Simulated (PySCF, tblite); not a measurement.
**C8H6O2: a rotation path, then NMR shifts on frames, part 1 of 2**

Aim: move C8H6O2 (`C#CC1=C(C(=O)OC)C1=C`) away from its starting geometry and see how NMR shifts follow the geometry.

Programs: tblite 0.8.0 and PySCF 2.14.0, with density-fitted response routines of our own. Each step states its level of theory. These are calculated values for one molecule in the gas phase, unless marked as measured. Atoms are numbered from 0 throughout.

**1. The starting structure**

16 atoms, charge 0, multiplicity 1; geometry from: GFN2-xTB.

Bonds of the start (Å): C0–C1 1.21, C1–C2 1.37, C2–C3 1.35, C3–C4 1.45, C4–O5 1.21, C4–O6 1.34, O6–C7 1.42, C3–C8 1.45, C8–C9 1.31, C8–C2 1.46, C0–H10 1.05, C7–H11 1.09, C7–H12 1.09, C7–H13 1.09, C9–H14 1.08, C9–H15 1.08.

**2. The rotation path with GFN2-xTB**

Job settings and geometry (Å):

```
{"job": {"kind": "neb", "xc": "GFN2-xTB", "basis": "xTB", "atoms": [6, 4, 3, 8], "turn": 180}, "charge": 0, "multiplicity": 1}
C      3.442227    -2.282750    -0.126211
C      2.558915    -1.463723    -0.063114
C      1.596102    -0.492444     0.015994
C      0.301164    -0.121990    -0.019111
C     -1.072059    -0.545150    -0.191538
O     -1.417071    -1.678464    -0.429472
O     -1.913275     0.491811    -0.043248
C     -3.296074     0.215221    -0.191728
C      1.277797     0.918061     0.216226
C      1.647216     2.155275     0.435236
H      4.190870    -3.015347    -0.184320
H     -3.829103     0.955603     0.400736
H     -3.580299     0.300797    -1.242914
H     -3.519809    -0.795642     0.155900
H      0.921738     2.946920     0.508352
H      2.684063     2.420766     0.550251
```

Level: GFN2-xTB climbing-image nudged elastic band, gas phase.

Run with:

```
> OMP_NUM_THREADS=1 python probes_run.py task.json out
```

This one command runs all jobs of the session in turn.

What it wrote:

```text
image   E - E0 / eV
  0       0.0000
  1       0.0115
  2       0.0405
  3       0.0746
  4       0.0915
  5       0.0789
  6       0.0497
  7       0.0245
  8       0.0137
```

Run time: 11 s. Hardware: 1 thread, shared host.

The final band, with the dihedral O6–C4–C3–C8:

```csv
image,dihedral (°),energy (eV),energy (kcal/mol)
0,-3,0.000,0.0
1,19,0.011,0.3
2,41,0.041,0.9
3,65,0.075,1.7
4,89,0.091,2.1
5,114,0.079,1.8
6,137,0.050,1.1
7,159,0.024,0.6
8,178,0.014,0.3
```

**3. NMR shieldings: image 0, PBE0/pcSseg-1**

Job settings and geometry (Å):

```
{"job": {"kind": "nmr", "xc": "PBE0", "basis": "pcSseg-1", "pop": false}, "charge": 0, "multiplicity": 1}
C      3.442200    -2.282800    -0.126200
C      2.558900    -1.463700    -0.063100
C      1.596100    -0.492400     0.016000
C      0.301200    -0.122000    -0.019100
C     -1.072100    -0.545200    -0.191500
O     -1.417100    -1.678500    -0.429500
O     -1.913300     0.491800    -0.043200
C     -3.296100     0.215200    -0.191700
C      1.277800     0.918100     0.216200
C      1.647200     2.155300     0.435200
H      4.190900    -3.015300    -0.184300
H     -3.829100     0.955600     0.400700
H     -3.580300     0.300800    -1.242900
H     -3.519800    -0.795600     0.155900
H      0.921700     2.946900     0.508400
H      2.684100     2.420800     0.550300
```

With the program's defaults for keys left out, this is: GIAO PBE0/pcSseg-1 NMR shielding, non-relativistic, gas phase.

What it wrote:

```text
coarse grid: 14584 points
cycle   1  E = -457.8907363753  dE =  2.066e+00  |g| = 9.412e-01  |ddm| = 4.156e+00
cycle   2  E = -457.4671725523  dE =  4.236e-01  |g| = 1.752e+00  |ddm| = 2.569e+00
cycle   3  E = -458.0444255488  dE = -5.773e-01  |g| = 3.296e-01  |ddm| = 1.898e+00
cycle   4  E = -458.0647364290  dE = -2.031e-02  |g| = 1.129e-01  |ddm| = 3.371e-01
cycle   5  E = -458.0670026521  dE = -2.266e-03  |g| = 2.652e-02  |ddm| = 9.245e-02
cycle   6  E = -458.0671393781  dE = -1.367e-04  |g| = 1.100e-02  |ddm| = 3.124e-02
cycle   7  E = -458.0671646171  dE = -2.524e-05  |g| = 4.556e-03  |ddm| = 1.121e-02
cycle   8  E = -458.0671692968  dE = -4.680e-06  |g| = 1.163e-03  |ddm| = 4.320e-03
final grid: 144312 points
cycle   9  E = -458.1497715195  dE = -2.277e-05  |g| = 1.307e-02  |ddm| = 8.209e-02
cycle  10  E = -458.1497263216  dE =  4.520e-05  |g| = 2.026e-02  |ddm| = 2.693e-02
cycle  11  E = -458.1498023897  dE = -7.607e-05  |g| = 3.174e-03  |ddm| = 1.794e-02
cycle  12  E = -458.1498044739  dE = -2.084e-06  |g| = 6.820e-04  |ddm| = 2.591e-03
cycle  13  E = -458.1498045786  dE = -1.047e-07  |g| = 1.450e-04  |ddm| = 6.425e-04
cycle  14  E = -458.1498045827  dE = -4.152e-09  |g| = 7.992e-05  |ddm| = 1.677e-04
cycle  15  E = -458.1498045840  dE = -1.307e-09  |g| = 2.559e-05  |ddm| = 7.498e-05
cycle  16  E = -458.1498045842  dE = -1.379e-10  |g| = 6.415e-06  |ddm| = 2.868e-05
converged SCF energy = -458.1498045842

GIAO shielding tensors (ppm)
atom      isotropic    diamagn.    paramagn.     s11        s22        s33       span
  0 C       64.677     262.433    -197.757     27.154     31.009    135.867    108.712
  1 C      112.157     244.690    -132.532     13.164     20.573    302.736    289.572
  2 C       38.091     249.522    -211.431    -62.561     -6.155    182.989    245.550
  3 C       46.832     239.103    -192.271    -53.925     30.698    163.724    217.650
  4 C       25.693     253.413    -227.720    -68.289     69.424     75.944    144.234
  5 O     -124.337     403.438    -527.775   -431.610   -258.430    317.030    748.639
  6 O      126.671     403.882    -277.211    -76.431    227.175    229.269    305.700
  7 C      134.333     241.605    -107.272    100.866    122.618    179.515     78.649
  8 C       61.854     259.598    -197.745    -49.287     47.792    187.056    236.343
  9 C      114.130     258.347    -144.217     36.213    124.874    181.302    145.089
 10 H       26.909      34.286      -7.376     24.441     25.050     31.236      6.795
 11 H       27.893      27.259       0.634     23.841     26.439     33.398      9.557
 12 H       28.014      27.172       0.842     23.807     25.881     34.355     10.548
 13 H       26.741      27.456      -0.716     23.001     25.946     31.275      8.275
 14 H       27.226      32.483      -5.257     24.058     26.685     30.936      6.878
 15 H       27.368      27.998      -0.630     24.395     26.620     31.088      6.692
```

Run time: 81 s. Hardware: 1 thread, shared host.

The references, computed at this level on geometries of the same kind, shield at (ppm): 1H TMS 31.72, 13C TMS 186.9, 17O H2O 336.1. Their shielding less the atom's gives the shift. The references are single molecules in the gas phase, so shifts against H2O, NH3, PH3, H3PO4 or CFCl3 are not on the usual liquid scales and can be off by tens of ppm. Each atom is listed at this fixed geometry, with no averaging over motion; a spectrum would average atoms that exchange fast.

```csv
atoms,environment,σ (ppm),δ (ppm)
C4,ester carbonyl carbon,25.7,161.2
C2,β carbon of a C=C–C=O unit,38.1,148.8
C3,α carbon of a C=C–C=O unit,46.8,140.1
C8,fully substituted alkene carbon,61.9,125.1
C0,terminal alkyne carbon,64.7,122.2
C1,alkyne carbon,112.2,74.8
C9,terminal =CH2 carbon,114.1,72.8
C7,methyl carbon bonded to O,134.3,52.6
H13,hydrogen on a methyl carbon bonded to O,26.74,4.98
H10,hydrogen on a terminal alkyne carbon,26.91,4.81
H14,hydrogen on a terminal =CH2 carbon,27.23,4.49
H15,hydrogen on a terminal =CH2 carbon,27.37,4.35
H11,hydrogen on a methyl carbon bonded to O,27.89,3.82
H12,hydrogen on a methyl carbon bonded to O,28.01,3.70
O5,ester carbonyl oxygen,-124.3,460.4
O6,ester alkoxy oxygen,126.7,209.4
```

Ring of atoms C2, C3, C8: NICS(0) -23.8, NICS(1) -7.1, NICS(1)zz -9.0 ppm (means of both faces).

**4. Nuclear shieldings: image 2, PBE0/pcSseg-1**

Job settings and geometry (Å):

```
{"job": {"kind": "nmr", "xc": "PBE0", "basis": "pcSseg-1", "pop": false}, "charge": 0, "multiplicity": 1}
C      3.352200    -2.236000    -0.517900
C      2.499900    -1.421700    -0.263500
C      1.572000    -0.464600     0.055600
C      0.289700    -0.092800     0.219900
C     -1.104800    -0.495200     0.221600
O     -1.523000    -1.516700     0.707400
O     -1.865800     0.430400    -0.383400
C     -3.251100     0.137400    -0.488400
C      1.302000     0.932400     0.369600
C      1.698000     2.149400     0.641500
H      4.081500    -2.957500    -0.734000
H     -3.772900     1.090900    -0.522100
H     -3.440300    -0.427400    -1.404300
H     -3.576200    -0.453600     0.370300
H      0.988800     2.925700     0.867900
H      2.742200     2.408300     0.650800
```

With the program's defaults for keys left out, this is: GIAO PBE0/pcSseg-1 NMR shielding, non-relativistic, gas phase.

What it wrote:

```text
coarse grid: 14584 points
cycle   1  E = -457.8861168200  dE =  2.076e+00  |g| = 9.462e-01  |ddm| = 4.133e+00
cycle   2  E = -457.4274230870  dE =  4.587e-01  |g| = 1.803e+00  |ddm| = 2.425e+00
cycle   3  E = -458.0410656255  dE = -6.136e-01  |g| = 3.349e-01  |ddm| = 1.782e+00
cycle   4  E = -458.0620837623  dE = -2.102e-02  |g| = 1.163e-01  |ddm| = 3.478e-01
cycle   5  E = -458.0644704483  dE = -2.387e-03  |g| = 2.916e-02  |ddm| = 1.019e-01
cycle   6  E = -458.0646273628  dE = -1.569e-04  |g| = 1.315e-02  |ddm| = 3.323e-02
cycle   7  E = -458.0646656924  dE = -3.833e-05  |g| = 4.620e-03  |ddm| = 1.315e-02
cycle   8  E = -458.0646704753  dE = -4.783e-06  |g| = 1.201e-03  |ddm| = 4.584e-03
final grid: 144312 points
cycle   9  E = -458.1472246378  dE = -1.981e-05  |g| = 1.340e-02  |ddm| = 7.598e-02
cycle  10  E = -458.1471736370  dE =  5.100e-05  |g| = 2.123e-02  |ddm| = 2.765e-02
cycle  11  E = -458.1472564926  dE = -8.286e-05  |g| = 3.546e-03  |ddm| = 1.825e-02
cycle  12  E = -458.1472590626  dE = -2.570e-06  |g| = 6.566e-04  |ddm| = 2.843e-03
cycle  13  E = -458.1472591567  dE = -9.414e-08  |g| = 1.420e-04  |ddm| = 6.319e-04
cycle  14  E = -458.1472591601  dE = -3.380e-09  |g| = 9.205e-05  |ddm| = 1.743e-04
cycle  15  E = -458.1472591619  dE = -1.793e-09  |g| = 2.520e-05  |ddm| = 8.283e-05
cycle  16  E = -458.1472591621  dE = -1.423e-10  |g| = 5.891e-06  |ddm| = 2.928e-05
converged SCF energy = -458.1472591621

GIAO shielding tensors (ppm)
atom      isotropic    diamagn.    paramagn.     s11        s22        s33       span
  0 C       69.483     261.964    -192.481     29.654     30.535    148.261    118.608
  1 C      112.975     244.809    -131.834     14.554     21.324    303.046    288.492
  2 C       46.379     248.989    -202.610    -51.152      9.300    180.989    232.141
  3 C       43.721     240.142    -196.421    -63.101     25.706    168.559    231.660
  4 C       21.402     253.678    -232.276    -75.935     64.976     75.166    151.101
  5 O     -128.260     403.313    -531.573   -439.736   -257.779    312.734    752.470
  6 O      133.300     404.072    -270.772    -69.060    227.241    241.718    310.778
  7 C      134.564     241.488    -106.924     99.300    124.135    180.257     80.957
  8 C       61.503     259.914    -198.411    -49.496     47.513    186.491    235.987
  9 C      116.472     258.111    -141.640     39.275    128.838    181.302    142.026
 10 H       27.245      34.232      -6.987     24.549     25.031     32.156      7.607
 11 H       27.904      27.154       0.750     23.744     26.524     33.445      9.701
 12 H       28.104      27.312       0.791     23.655     26.079     34.576     10.921
 13 H       26.620      27.405      -0.785     23.045     25.656     31.158      8.114
 14 H       27.355      32.269      -4.914     24.339     26.605     31.122      6.783
 15 H       27.458      28.060      -0.602     24.492     26.589     31.294      6.802
```

Run time: 71 s. Hardware: 1 thread, shared host.

This run: δ C4 165.5, C3 143.2, C2 140.5, C8 125.4, H13 5.10, H10 4.47 ppm.

(Continued in part 2 of 2.)
